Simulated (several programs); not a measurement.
# What each method gives for NaTlS2 (ordering on zincblende)

NaTlS2, ordered on the zincblende lattice (P-4m2) with 4 atoms a cell, relaxed with r2SCAN in Ansatz, was computed with several methods. It is tetragonal, P-4m2 (No. 115); a = 4.104 Å, c = 6.639 Å in the conventional setting, 27.96 Å³ an atom. Na has 4 S at 2.73 Å; S has 2 Tl at 2.55 Å and 2 Na at 2.73 Å; Tl has 4 S at 2.55 Å. All values are calculated for a non-magnetic cell, which may be hypothetical.

```
Na S Tl
1.0
     4.10449    0.00000    0.00000
     0.00000    4.10449    0.00000
     0.00000    0.00000    6.63894
Na S Tl
1 2 1
Direct
  0.00000 0.00000 0.00000
  0.00000 0.50000 0.27087
  0.50000 0.00000 0.72913
  0.50000 0.50000 0.50000
```

Gaps and times are for a single point on this cell; volume and bulk modulus come from each method's own relaxation or energy curve at fixed shape, which is too stiff where a cell has free coordinates or axes. Times are rough, from shared hosts (Arm Neoverse N1; Arm Neoverse V1; Intel Xeon Platinum 8375C CPU @ 2.90GHz), and each method has its own mesh and cell size. A dagger marks a closed or tiny gap in a crystal that DFT finds insulating: a failure of the method or a wrong SCF state. A double dagger marks a value from a curve with shape and coordinates held. The energy curve of PM7 (MOPAC) is jagged, so its SCF state, and with it the gap, is in doubt. PM6 (MOPAC), PM7 (MOPAC), GFN1-xTB (tblite), GFN2-xTB (tblite) treat a cluster of cells at its zone centre, which samples few k points: where these miss a band edge, the gap comes out too large for that reason alone. Gaps from k meshes are read at a limited set of points (mesh, symmetry points, PBE's band edges), so each method's own least gap may be somewhat smaller. xTB and the PM methods were fitted mostly to molecules, and can miss a solid's gap by electronvolts. Minimal bases can be far off for gaps. Times of the plane-wave ladder aren't listed, since it ran on unlike processors and cards. GLLB-SC's gap includes the derivative discontinuity. G0W0 is at finite bands, cutoff and mesh. d marks a direct gap, i an indirect one (no mark: not told apart), a dash a value that wasn't computed or didn't pass its checks.

```csv
method,kind,gap (eV),own volume (Å³/atom),bulk modulus (GPa),atoms computed,processor time
PBEsol,semilocal,–,27.64,–,4,–
light PBE (260 eV and a coarse mesh),light plane-wave,0.71 d,–,–,4,2.1 s
GFN1-xTB (tblite),tight binding,0.02†,29.75‡,32‡,cluster,2.6 s
GFN2-xTB (tblite),tight binding,0.04†,–,–,cluster,3.7 s
PM6 (MOPAC),semi-empirical,3.68,–,–,cluster,4.2 s
LDA,semilocal,0.60 d,26.53,–,4,–
PBE,semilocal,0.80 d,28.90,36‡,4,–
PBE/SZV (CP2K),small basis,0.00†,28.28‡,44‡,4,19 s
PM7 (MOPAC),semi-empirical,5.52,–,–,cluster,22 s
r2SCAN,semilocal,1.08 d,27.96,42‡,4,–
PBE/DZVP (CP2K),small basis,0.76 d,29.14‡,36‡,4,35 s
GLLB-SC (GPAW),model potential,2.07,–,–,4,43 s
PBE/single zeta (GPAW),small basis,0.76 d,–,–,4,44 s
PBE+SOC,semilocal,0.81 d,–,–,4,–
LC-ωPBE,hybrid,6.47 d,–,–,4,–
PBE0,hybrid,2.37 d,–,–,4,–
HSE06,hybrid,1.70 d,27.94,–,4,–
DDH-PBE0,hybrid,1.88 d,–,–,4,–
G0W0@PBE (120 eV screening cutoff),many-body,1.54,–,–,4,–
HSE06+SOC,hybrid,1.69 d,–,–,4,–
G0W0@r2SCAN (140 eV screening cutoff),many-body,1.85,–,–,4,–
G0W0@LDA (140 eV screening cutoff),many-body,1.35,–,–,4,–
G0W0@HSE06 (140 eV screening cutoff),many-body,2.20,–,–,4,–
```

Against HSE06 (1.70 eV) and with closed or daggered gaps left aside, the nearest gap at the points sampled is that of HSE06+SOC (-0.01 eV) and the farthest that of LC-ωPBE (+4.77 eV). HSE06 is only a yardstick of convenience, and nearness to it can be luck.

Volumes against r2SCAN's: PBEsol -1.2 %, LDA -5.1 %, PBE +3.4 %, HSE06 -0.1 %.

Only the rows marked +SOC include spin-orbit coupling.
